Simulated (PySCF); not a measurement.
**KSn+: from the state search to spectroscopic constants**

Aim: find the lowest electronic state of KSn+, scan its bond at several levels of theory, and get bond length, wavenumber and dissociation energy from each curve.

Computed with PySCF 2.14.0. Level: K def2-SVP, Sn def2-SVP with ECP28, scalar-relativistic core potentials.

## (1) Input

Settings of the job:

| Property | Result |
| --- | --- |
| atoms | K, Sn |
| charge | 1 |
| basis | K def2-SVP, Sn def2-SVP with ECP28 |
| Hamiltonian | scalar-relativistic core potentials |
| basis functions | 50 |
| electrons treated | 40 |
| masses in u | 38.9637, 119.9022 |
| levels | PBE0, PBE, r²SCAN, revPBE, r²SCANh, MN15, HSE06, HF, MP2, SCS-MP2, CCSD, CCSD(T) |
| grid | 80 radial by 434 angular points |
| occupations | held fixed by the projection of orbital angular momentum |
| dissociation limit | K+ + Sn, each in its ground configuration |
| starting distance in angstrom | 3.395 |
| values of 2S to try | 0, 2 |

Started as:

```console
> OMP_NUM_THREADS=1 python dia.py task.json out
```

The runs that follow: First curve: PBE0; Excited determinants; PBE (GGA); r²SCAN; revPBE (GGA); r²SCANh (hybrid meta-GGA); MN15 (hybrid meta-GGA); HSE06 (range-separated hybrid); UHF; Correlated methods on the Hartree–Fock reference.

What does the calculation give? Wanted: for each run, Re; ωe; De; μ.

**Answer**, as computed:

Lowest PBE0 solution found, without spin–orbit coupling: ³Π (triplet), unpaired electrons σ ↑, π ↑. State 2 has its PBE0 minimum 0.28 eV higher, as a spin-mixed determinant (⟨S²⟩ = 1.01), so this is no gap between pure states. State 4 has its PBE0 minimum 0.62 eV higher. The other levels ran on the lowest alone.

| level | Re (Å) | ωe (cm⁻¹) | De (eV) | μ (D) |
| --- | --- | --- | --- | --- |
| UHF | 4.074 | 60.7 | 0.269 | -12.53 |
| UHF-MP2 | 3.977 | 66.7 | 0.311 | n/a |
| UHF-SCS-MP2 | 3.995 | 65.7 | 0.301 | n/a |
| UHF-CCSD | 3.985 | 66.6 | 0.307 | n/a |
| UHF-CCSD(T) | 3.980 | 66.9 | 0.310 | n/a |
| PBE | 3.922 | 66.0 | 0.378 | -11.27 |
| revPBE | 3.992 | 63.0 | 0.350 | -11.56 |
| r²SCAN | 3.945 | 64.4 | 0.317 | -11.77 |
| r²SCANh | 3.936 | 64.9 | 0.316 | -11.77 |
| PBE0 | 3.909 | 66.6 | 0.345 | -11.51 |
| HSE06 | 3.915 | 66.1 | 0.349 | -11.50 |
| MN15 | 3.902 | 65.7 | 0.318 | -11.74 |

De is counted to K+ + Sn in their ground configurations. A positive dipole points from K to Sn; in an ion it is taken about the centre of mass and does not tell which atom is negative.

**Reading.** Bond lengths run from 3.902 Å (MN15) to 4.074 Å (UHF). CCSD(T) can't serve as the judge here: for a weak bond in this basis it is far from its limit. Among the levels with a De in the table, it runs from 0.269 eV (UHF) to 0.378 eV (PBE).

Correlated steps freeze 9 core orbitals. These are scalar-relativistic numbers at best; spin–orbit coupling would shift them, the dissociation energy most.
